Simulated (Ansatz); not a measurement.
# SnBH4 radical (SMILES [BH2][SnH2]): one structure at several levels

The task here is to estimate one member of a computed series from the others.

Program: Ansatz 0.2.0, Gaussian basis. Level of theory: single points in def2-TZVPP. These are calculated values, not measurements.

Cores are frozen in the correlated methods. Filled d shells of the heavier atoms are correlated. Core potentials replace the inner electrons past krypton, and spin-orbit coupling is left out. Orbitals are unrestricted.

## Where the work starts

SMILES `[BH2][SnH2]`, 6 atoms, charge 0, spin multiplicity 2.

Atoms are counted from 1 here; the program's logs count them from 0.

Bond lengths: B1–Sn2 2.233 Å, B1–H3 1.395 Å, B1–H4 1.249 Å, Sn2–H5 1.798 Å, Sn2–H6 1.659 Å. Angles: Sn2–B1–H3 116.2°, Sn2–B1–H4 115.5°, H3–B1–H4 126.0°, B1–Sn2–H5 127.0°, B1–Sn2–H6 123.8°, H5–Sn2–H6 100.7°.

Geometry (Å):

```xyz
6
charge 0, multiplicity 2
B     0.07780   -1.15620    0.26620
Sn    0.15740    1.06160    0.01890
H    -0.19030   -1.62360    1.55300
H     0.57680   -1.82040   -0.66670
H     0.22460    1.97520   -1.52860
H    -0.68880    2.12720    0.96760
```

The first run:

run/in.yaml

```yaml
crystal:
  periodic: [false, false, false]
  atoms:
    - {symbol: B, position_ang: [0.077800, -1.156200, 0.266200]}
    - {symbol: Sn, position_ang: [0.157400, 1.061600, 0.018900]}
    - {symbol: H, position_ang: [-0.190300, -1.623600, 1.553000]}
    - {symbol: H, position_ang: [0.576800, -1.820400, -0.666700]}
    - {symbol: H, position_ang: [0.224600, 1.975200, -1.528600]}
    - {symbol: H, position_ang: [-0.688800, 2.127200, 0.967600]}
basis:
  gaussian: {orbitals: def2-TZVPP}
magnetization: {spin_polarized: true, initial_magnetization: 1}
correlation: {method: ccsd_t}
scf: {omitted_lower_state_checks: [cluster_reference]}
output: {forces: true}
```

No record of the launch command was kept for these runs.

Steps of the session up to this table: CCSD(T)/def2-TZVPP; PBE0-D4/def2-TZVPP; wB97M-V/def2-TZVPP; r2SCAN-D4/def2-TZVPP; PBE-D4/def2-TZVPP; SPW92/def2-TZVPP; LC-wPBE/def2-TZVPP.

One of the session's tables, all rows but one given; the rest of the session is left out.

| method | RMS force component (eV/Å) | angle to CCSD(T) forces (°) | dipole (D) |
| --- | --- | --- | --- |
| CCSD(T) | 0.994 | reference | 0.39 |
| PBE0-D4 | 0.980 | 4.5 | 0.60 |
| wB97M-V | 1.023 | 2.1 | 0.34 |
| r2SCAN-D4 | 0.982 | 4.6 | 0.62 |
| PBE-D4 | 0.931 | 9.7 | 0.77 |
| SPW92 | ? | ? | ? |
| LC-wPBE | 1.023 | 4.8 | 0.38 |

**Question.** Estimate the row for SPW92.

As computed: RMS force component (eV/Å): 0.937; angle to CCSD(T) forces (°): 10.0; dipole (D): 0.76. In the column «RMS force component (eV/Å)» it lies between PBE-D4 (0.931) and PBE0-D4 (0.980).
